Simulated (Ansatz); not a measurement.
This script drives Ansatz 0.2.0, Python API.

The script, `scan_c2h4alf.py`:
```python
"""Potential curve of C2H4AlF along one bond."""

import ansatz
import numpy as np

GEOMETRY = """
F     0.25660   -1.11910    2.87280
Al    0.41890   -0.55030    1.15140
C     0.13330    0.86020   -0.24290
C    -0.20200   -0.50550   -0.71200
H     1.08610    1.22500   -0.74680
H    -0.67310    1.58180   -0.06280
H     0.40920   -0.94770   -1.48590
H    -1.33690   -0.60150   -0.82970
"""

molecule = ansatz.Crystal.molecule()
for line in GEOMETRY.strip().splitlines():
    symbol, *xyz = line.split()
    molecule = molecule.atom(symbol, [float(v) for v in xyz])

symbols = [site.symbol for site in molecule.cartesian_sites]
start = np.array([site.position_ang for site in molecule.cartesian_sites])
axis = (start[7] - start[3]) / np.linalg.norm(start[7] - start[3])
moving = [7]
lengths, energies = [1.008, 1.053, 1.099, 1.145, 1.191, 1.237, 1.282, 1.351], []
for length in lengths:
    xyz = start.copy()
    xyz[moving] += (length - np.linalg.norm(start[7] - start[3])) * axis
    point = ansatz.Crystal.molecule()
    for symbol, place in zip(symbols, xyz):
        point = point.atom(symbol, place.tolist())
    job = (
        point.calculation()
        .basis(gaussian="def2-SVP")
        .functional("b3lyp")
    )
    report = job.run(threads=1).report
    energies.append(report["free_energy_ev"])
    print(f"r = {length:6.3f} A  E = {energies[-1]:.5f} eV  <S^2> = {abs(report['mean_field']['state']['spin_squared']):.3f}")

# quartic fit about the minimum
fit = np.polynomial.Polynomial.fit(lengths, np.array(energies) - min(energies), 4).convert()
roots = [r.real for r in fit.deriv().roots() if abs(r.imag) < 1e-9 and fit.deriv(2)(r.real) > 0]
r_e = min(roots, key=lambda r: abs(r - lengths[int(np.argmin(energies))]))
print(f"minimum of the fit at {r_e:.4f} A, force constant {fit.deriv(2)(r_e):.2f} eV/A^2")
```

It is started by `python scan_c2h4alf.py`. Estimate its wall time and peak memory on 1 thread of Arm Neoverse V1, with other jobs on the host.

It took about 17 s, with a peak of 0.22 GiB, for 8 runs of the engine.

```console
$ python scan_c2h4alf.py
r =  1.008 A  E = -11446.80346 eV  <S^2> = 0.000
r =  1.053 A  E = -11446.93236 eV  <S^2> = 0.000
r =  1.099 A  E = -11446.97360 eV  <S^2> = 0.000
r =  1.145 A  E = -11446.94463 eV  <S^2> = 0.000
r =  1.191 A  E = -11446.86244 eV  <S^2> = 0.000
r =  1.237 A  E = -11446.74041 eV  <S^2> = 0.000
r =  1.282 A  E = -11446.59266 eV  <S^2> = 0.000
r =  1.351 A  E = -11446.32906 eV  <S^2> = 0.000
minimum of the fit at 1.1011 A, force constant 32.85 eV/A^2
```

Reading the output:
- The settings weren't tested for convergence.
- The rest of the molecule is held rigid at a force-field or estimated start geometry, and the basis set is modest; single-reference methods fail as a bond breaks.
- b3lyp holds the VWN-RPA fit, as in Gaussian; the form of ORCA and Turbomole is b3lyp5.
- The orbitals are restricted, so S² is zero by construction.
